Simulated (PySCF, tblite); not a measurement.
**C5H10BFS: geometry, infrared bands and NMR shifts**

Aim: predict the infrared bands and NMR shifts of C5H10BFS (`B[C@@H]1[C@H](F)[C@]1(C)SC`).

Computed with tblite 0.8.0 and PySCF 2.14.0, with density-fitted response routines of our own, on a single molecule in the gas phase. Atoms count from 0, in the outputs and in this text.

**1. Starting geometry**

18 atoms, charge 0, multiplicity 1; geometry from: force field or distance geometry start.

Bonds of the start (Å): B0–C1 1.61, C1–C2 1.51, C2–F3 1.40, C2–C4 1.52, C4–C5 1.53, C4–S6 1.85, S6–C7 1.83, C4–C1 1.52, B0–H8 1.18, B0–H9 1.19, C1–H10 1.12, C2–H11 1.12, C5–H12 1.11, C5–H13 1.12, C5–H14 1.11, C7–H15 1.11, C7–H16 1.11, C7–H17 1.10.

**2. Relaxing the molecule with GFN2-xTB**

The job: settings as JSON, then the geometry in Å.

```
{"job": {"kind": "relax", "xc": "GFN2-xTB", "basis": "xTB"}, "charge": 0, "multiplicity": 1}
B     -0.048600    -2.290900     0.075200
C     -0.462200    -0.930000     0.822100
C     -1.769300    -0.310700     0.377000
F     -2.390000    -0.915900    -0.717600
C     -0.458500     0.385600     0.060500
C     -0.206900     1.663800     0.856100
S     -0.012400     0.393500    -1.735800
C      1.786400     0.574000    -1.464400
H      0.983000    -2.378400    -0.483800
H     -0.757800    -3.239100     0.168600
H     -0.311500    -0.868200     1.928700
H     -2.414200     0.123000     1.179800
H     -0.632700     2.536300     0.327900
H      0.893600     1.814900     0.982300
H     -0.662700     1.625800     1.872500
H      2.136100    -0.146200    -0.689200
H      2.307300     0.367900    -2.420200
H      2.011800     1.600700    -1.151300
```

Started as:

```
$ OMP_NUM_THREADS=1 python probes_run.py task.json out
```

The driver reads the jobs from task.json and runs them one after another.

**Question.** This job is followed by: GFN2-xTB harmonic vibrations, gas phase; GIAO PBE0/pcSseg-1 NMR shielding, non-relativistic, gas phase. Predict these results of the whole session: strongest single infrared mode (GFN2-xTB); zero-point energy (GFN2-xTB); 13C shifts against TMS (PBE0/pcSseg-1); 1H shifts against TMS (PBE0/pcSseg-1, means over atoms taken as alike); 11B shifts against BF3·OEt2 (PBE0/pcSseg-1); 19F shifts against CFCl3 (PBE0/pcSseg-1); 33S shifts against CS2 (PBE0/pcSseg-1).

As calculated:

| quantity | value |
| --- | --- |
| strongest single infrared mode (GFN2-xTB) | 837 cm⁻¹, 116 km/mol |
| zero-point energy (GFN2-xTB) | 86.6 kcal/mol |
| 13C shifts against TMS (PBE0/pcSseg-1) | 96.1, 58.4, 39.7, 29.8, 29.8 ppm |
| 1H shifts against TMS (PBE0/pcSseg-1, means over atoms taken as alike) | 7.83, 5.24, 1.84, 1.52, 1.41 ppm |
| 11B shifts against BF3·OEt2 (PBE0/pcSseg-1) | 86.4 ppm |
| 19F shifts against CFCl3 (PBE0/pcSseg-1) | -220.3 ppm |
| 33S shifts against CS2 (PBE0/pcSseg-1) | 12 ppm |

**Reading.** Over 150 steps the energy fell by 0.488 eV; of the close pairs, B0–C1 changed most, 1.607 to 1.545 Å. All 48 modes are real, so the xTB geometry is a minimum. The strongest single mode, at 837 cm⁻¹, is spread over several atoms, H8, H9, B0 among them. GFN2-xTB is a fitted tight-binding method: band positions and strengths are rough. Its intensities can rank the bands wrongly. At PBE0/pcSseg-1: The largest span, 323 ppm, is at S6, where the paramagnetic term is -565 ppm.
